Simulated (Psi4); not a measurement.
# TiF4 (SMILES [F][Ti]([F])([F])[F]): revPBE/def2-SVP

What is the energy change on altering one bond length of TiF4 at revPBE/def2-SVP? 

The results are computed with Psi4 1.11.

8 further runs of the same task are left out: 8 that didn't finish.

## (1) The structure to begin with

TiF4: 5 atoms, total charge 0, spin state singlet. As SMILES, `[F][Ti]([F])([F])[F]`. The shape is that of a PBE0-D4/def2-TZVP optimisation.

Bond lengths: F1–Ti2 1.740 Å, Ti2–F3 1.740 Å, Ti2–F4 1.740 Å, Ti2–F5 1.740 Å. Angles: F1–Ti2–F3 109.5°, F1–Ti2–F4 109.5°, F1–Ti2–F5 109.5°, F3–Ti2–F4 109.5°, F3–Ti2–F5 109.5°, F4–Ti2–F5 109.5°.

## (2) Energy and forces at revPBE/def2-SVP

File f4ti.py:

```python
import psi4

psi4.set_memory(2200000000)
psi4.set_num_threads(1)
psi4.core.set_output_file('output.dat', False)

m = psi4.geometry("""
F
Ti 1 1.739525
F 2 1.739531 1 109.46771
F 2 1.739519 1 109.47046 3 -120.00217
F 2 1.739518 4 109.4615 1 119.9992
symmetry c1
""")

psi4.set_options({
    'puream': True,
    'e_convergence': 1e-09,
    'd_convergence': 1e-08,
    'scf_type': 'pk',
    'dft_radial_points': 99,
    'dft_spherical_points': 590,
})

E = psi4.gradient('revpbe/def2-SVP')
print('gradient / Eh bohr^-1')
print(E.np.round(6))
for k, v in sorted(psi4.core.scalar_variables().items()):
    print(f'{k:45s} {v:18.10f}')
```

Command:

```
$ python f4ti.py
```

output.dat:

```text
[...]
  Running in c1 symmetry.
[...]
  Nuclear repulsion =  331.469194435593749
[...]
  Multiplicity = 1
[...]
  Nalpha       = 29
  Nbeta        = 29
[...]
    Number of basis functions: 87
[...]
   @RKS iter   1: -1248.15801630000146   -7.15441e-01   1.11775e-02 DIIS/ADIIS
[...]
   @RKS iter  14: -1248.49158369481529   -3.18323e-12   1.92002e-09 DIIS
[...]
    Orbital Energies [Eh]
    ---------------------
    Doubly Occupied:
       1A   -177.829116     2A    -24.291169     3A    -24.291130
       4A    -24.291130     5A    -24.291129     6A    -19.599474
       7A    -16.385010     8A    -16.385010     9A    -16.385009
      10A     -2.330599    11A     -1.494280    12A     -1.494278
      13A     -1.494277    14A     -1.054631    15A     -1.040126
      16A     -1.040123    17A     -1.040120    18A     -0.425436
      19A     -0.425434    20A     -0.425429    21A     -0.412626
      22A     -0.412619    23A     -0.401824    24A     -0.380879
      25A     -0.380879    26A     -0.380878    27A     -0.365968
      28A     -0.365966    29A     -0.365965
[...]
  @RKS Final Energy: -1248.49158369481529
   => Energetics <=
    Nuclear Repulsion Energy =            331.4691944355937494
    One-Electron Energy =               -2381.2690627878414489
    Two-Electron Energy =                 885.0278975631839558
    DFT Exchange-Correlation Energy =     -83.7196129057514327
    Empirical Dispersion Energy =           0.0000000000000000
    VV10 Nonlocal Energy =                  0.0000000000000000
    Total Energy =                      -1248.4915836948152901
[...]
 Multipole Moments:
 ------------------------------------------------------------------------------------
     Multipole            Electronic (a.u.)      Nuclear  (a.u.)        Total (a.u.)
 ------------------------------------------------------------------------------------
 L = 1.  Multiply by 2.5417464519 to convert [e a0] to [Debye]
 Dipole X            :          0.0001014           -0.0000253            0.0000760
 Dipole Y            :         -0.0001258            0.0000352           -0.0000906
 Dipole Z            :         -0.0000048            0.0000014           -0.0000034
 Magnitude           :                                                    0.0001183
[...]
  -Total Gradient:
     Atom            X                  Y                   Z
    ------   -----------------  -----------------  -----------------
       1        0.000098210605     0.000006474410     0.008356232570
       2        0.000004903119    -0.000001714154     0.000001524902
       3       -0.000089333080     0.008071159263    -0.002828571793
       4        0.007044576615    -0.004051042704    -0.002920887501
       5       -0.006832148501    -0.004093983989    -0.002886349200
[...]
```

Standard output:

```text
gradient / Eh bohr^-1
[[ 9.800e-05  6.000e-06  8.356e-03]
 [ 5.000e-06 -2.000e-06  2.000e-06]
 [-8.900e-05  8.071e-03 -2.829e-03]
 [ 7.045e-03 -4.051e-03 -2.921e-03]
 [-6.832e-03 -4.094e-03 -2.886e-03]]
CURRENT ENERGY                                  -1248.4915836948
CURRENT REFERENCE ENERGY                        -1248.4915836948
DD SOLVATION ENERGY                                 0.0000000000
DFT FUNCTIONAL TOTAL ENERGY                     -1248.4915836948
DFT TOTAL ENERGY                                -1248.4915836948
DFT VV10 ENERGY                                     0.0000000000
DFT XC ENERGY                                     -83.7196129058
GRID ELECTRONS ALPHA                               28.9999997961
GRID ELECTRONS BETA                                28.9999997961
GRID ELECTRONS TOTAL                               57.9999995923
NUCLEAR REPULSION ENERGY                          331.4691944356
ONE-ELECTRON ENERGY                             -2381.2690627878
PCM POLARIZATION ENERGY                             0.0000000000
PE ENERGY                                           0.0000000000
SCF ITERATION ENERGY                            -1248.4915836948
SCF ITERATIONS                                     14.0000000000
SCF TOTAL ENERGY                                -1248.4915836948
TWO-ELECTRON ENERGY                               885.0278975632
XC GRID RADIAL POINTS                              99.0000000000
XC GRID SPHERICAL POINTS                          590.0000000000
XC GRID TOTAL POINTS                           283459.0000000000
```

It took 12 s on 1 thread of Intel Xeon 6975P-C (Granite Rapids), shared host; peak memory 0.83 GiB.

## (3) The distorted shape, same level

File f4ti.inp:

```
memory 2200 MB

molecule {
  0 1
  F      0.45199603    -1.08962364     3.27684746
  Ti     0.12118058     0.34038881     0.33550765
  F     -2.24120385     2.62128824     0.48574087
  F     -0.80816027    -2.26908864    -2.23683102
  F      2.96096651     1.75832591    -0.51938556
  units bohr
  symmetry c1
  no_reorient
  no_com
}

set globals {
  basis def2-SVP
  puream true
  e_convergence 1e-09
  d_convergence 1e-08
  scf_type pk
  dft_radial_points 99
  dft_spherical_points 590
}

result, w = gradient("revpbe", return_wfn=True)
```

Command:

```
$ psi4 -i f4ti.inp -o f4ti.out -n 1
```

f4ti.out:

```text
[...]
  Running in c1 symmetry.
[...]
  Nuclear repulsion =  320.404965706107077
[...]
  Multiplicity = 1
[...]
  Nalpha       = 29
  Nbeta        = 29
[...]
    Number of basis functions: 87
[...]
   @RKS iter   1: -1248.07765710859940   -7.37925e-01   1.16801e-02 ADIIS/DIIS
[...]
   @RKS iter  15: -1248.47055934482273   -1.04592e-11   5.54042e-09 DIIS
[...]
    Orbital Energies [Eh]
    ---------------------
    Doubly Occupied:
       1A   -177.862451     2A    -24.308315     3A    -24.308287
       4A    -24.308285     5A    -24.246892     6A    -19.629010
       7A    -16.415173     8A    -16.414861     9A    -16.414860
      10A     -2.350776    11A     -1.514911    12A     -1.514909
      13A     -1.501983    14A     -1.066639    15A     -1.055717
      16A     -1.055715    17A     -0.989636    18A     -0.438880
      19A     -0.438878    20A     -0.426690    21A     -0.418289
      22A     -0.418284    23A     -0.403710    24A     -0.389439
      25A     -0.389437    26A     -0.380658    27A     -0.354896
      28A     -0.320720    29A     -0.320719
[...]
  @RKS Final Energy: -1248.47055934482273
   => Energetics <=
    Nuclear Repulsion Energy =            320.4049657061070775
    One-Electron Energy =               -2358.7905363696891072
    Two-Electron Energy =                 873.5552484689782204
    DFT Exchange-Correlation Energy =     -83.6402371502187378
    Empirical Dispersion Energy =           0.0000000000000000
    VV10 Nonlocal Energy =                  0.0000000000000000
    Total Energy =                      -1248.4705593448227319
[...]
 Multipole Moments:
 ------------------------------------------------------------------------------------
     Multipole            Electronic (a.u.)      Nuclear  (a.u.)        Total (a.u.)
 ------------------------------------------------------------------------------------
 L = 1.  Multiply by 2.5417464519 to convert [e a0] to [Debye]
 Dipole X            :         -5.8226013            5.9383585            0.1157573
 Dipole Y            :        -16.3515060           16.6766706            0.3251647
 Dipole Z            :        -16.1180198           16.4385140            0.3204942
 Magnitude           :                                                    0.4710078
[...]
  -Total Gradient:
     Atom            X                  Y                   Z
    ------   -----------------  -----------------  -----------------
       1       -0.000467597605     0.000068266047    -0.002299737920
       2        0.019060612868     0.053510220033     0.052744522355
       3        0.000993357082    -0.001800139830    -0.000843739353
       4       -0.017885339136    -0.050230382836    -0.049516396371
       5       -0.001734902313    -0.001422719300    -0.000206223519
[...]
```

Run time: 13 s. Hardware: 1 thread of Intel Xeon 6975P-C (Granite Rapids), shared host; peak memory 0.82 GiB.

## (4) Summary of results

At revPBE/def2-SVP:

```
                                                          quantity           value
                                         first shape: total energy  -1248.49158 Eh
                                        first shape: dipole moment          0.00 D
                                          first shape: HOMO energy        -9.96 eV
                                          first shape: LUMO energy        -3.70 eV
                                        first shape: HOMO–LUMO gap         6.26 eV
                             first shape: largest force on an atom      0.444 eV/Å
                                     distorted shape: total energy  -1248.47056 Eh
                                    distorted shape: dipole moment          1.20 D
                                      distorted shape: HOMO energy        -8.73 eV
                                      distorted shape: LUMO energy        -4.36 eV
                                    distorted shape: HOMO–LUMO gap         4.36 eV
                         distorted shape: largest force on an atom      3.986 eV/Å
energy change with the Ti2–F4 bond stretched from 1.740 to 2.000 Å        0.572 eV
```

**Reading.** With the Ti2–F4 bond stretched from 1.740 to 2.000 Å the energy rises by 0.57 eV (55.2 kJ/mol). The first shape isn't relaxed at this level, so the change isn't measured from a minimum. The largest force (first shape) is 0.44 eV/Å: the shape isn't a stationary point for this species at this level.
